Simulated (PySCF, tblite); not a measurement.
# C5H9FO2: geometry, infrared bands and NMR shifts

Wanted: the infrared bands and NMR shifts of C5H9FO2 (`CC[C@@H](OC)C(=O)F`), by calculation.

The runs use tblite 0.8.0 and PySCF 2.14.0, with density-fitted response routines of our own; the level of theory stands in each step. All values are computed, except where a source is named. Atoms are numbered from 0 throughout.

### 1 The starting structure

17 atoms, charge 0, multiplicity 1; geometry from: force field or distance geometry start.

Bonds of the start (Å): C0–C1 1.51, C1–C2 1.53, C2–O3 1.39, O3–C4 1.41, C2–C5 1.49, C5–O6 1.24, C5–F7 1.34, C0–H8 1.10, C0–H9 1.10, C0–H10 1.13, C1–H11 1.10, C1–H12 1.12, C2–H13 1.10, C4–H14 1.13, C4–H15 1.12, C4–H16 1.11.

### 2 Relaxing the molecule with GFN2-xTB

What the job is given:

```
{"job": {"kind": "relax", "xc": "GFN2-xTB", "basis": "xTB"}, "charge": 0, "multiplicity": 1}
C     -1.756700     0.080700     1.002300
C     -1.192700     0.308700    -0.383600
C      0.331700     0.247300    -0.392500
O      0.762400    -1.004100     0.042800
C      1.600200    -0.880400     1.173500
C      0.837800     0.528300    -1.770400
O      1.546300    -0.366600    -2.256500
F      0.596700     1.658200    -2.450700
H     -1.277000    -0.738300     1.553100
H     -1.774800     0.985700     1.630100
H     -2.830100    -0.220100     0.833400
H     -1.659600    -0.453000    -1.028400
H     -1.487700     1.336600    -0.702900
H      0.773700     1.012600     0.268000
H      2.493600    -0.251300     0.894800
H      1.949400    -1.880500     1.524900
H      1.079900    -0.351600     2.000700
```

Run with:

```
$ OMP_NUM_THREADS=1 python probes_run.py task.json out
```

The driver reads the jobs from task.json and runs them one after another.

**Question.** This job is followed by: GFN2-xTB harmonic vibrations, gas phase; GIAO PBE0/pcSseg-1 NMR shielding, non-relativistic, gas phase. Predict these results of the whole session: strongest single infrared mode (GFN2-xTB); zero-point energy (GFN2-xTB); 13C shifts against TMS (PBE0/pcSseg-1); 1H shifts against TMS (PBE0/pcSseg-1, means over atoms taken as alike); 17O shifts against H2O (PBE0/pcSseg-1); 19F shifts against CFCl3 (PBE0/pcSseg-1); surface potential, 1st and 99th percentile.

**Answer**, as computed:

| quantity | value |
| --- | --- |
| strongest single infrared mode (GFN2-xTB) | 1879 cm⁻¹, 436 km/mol |
| zero-point energy (GFN2-xTB) | 84.6 kcal/mol |
| 13C shifts against TMS (PBE0/pcSseg-1) | 171.3, 83.3, 59.5, 32.0, 14.0 ppm |
| 1H shifts against TMS (PBE0/pcSseg-1, means over atoms taken as alike) | 3.66, 3.50, 1.94, 1.78, 1.22 ppm |
| 17O shifts against H2O (PBE0/pcSseg-1) | 448.3, 37.2 ppm |
| 19F shifts against CFCl3 (PBE0/pcSseg-1) | 36.8 ppm |
| surface potential, 1st and 99th percentile | -1.33 V and 1.22 V |

**Reading.** The optimisation took 104 steps and gained 0.782 eV; among the close pairs (by a distance rule), C5–O6 changed most, from 1.241 to 1.177 Å. All 45 modes are real, so the xTB geometry is a minimum. The strongest single mode, at 1879 cm⁻¹, moves mainly C5 and O6. Unscaled tight-binding wavenumbers are off by several per cent, some by more. Its intensities can rank the bands wrongly. H14, H15, H16 (mean) (hydrogen on a methyl carbon bonded to O) lies farthest downfield among hydrogen, at 3.66 ppm; its carbon carries O, which withdraws density. At PBE0/pcSseg-1: Shielding is most anisotropic at O6 (span 657 ppm, paramagnetic term -513 ppm). By nearest atom (PBE0/pcSseg-1), the HOMO sits on O3 54 %; H14 8 % and the LUMO on C5 46 %; O6 28 %.
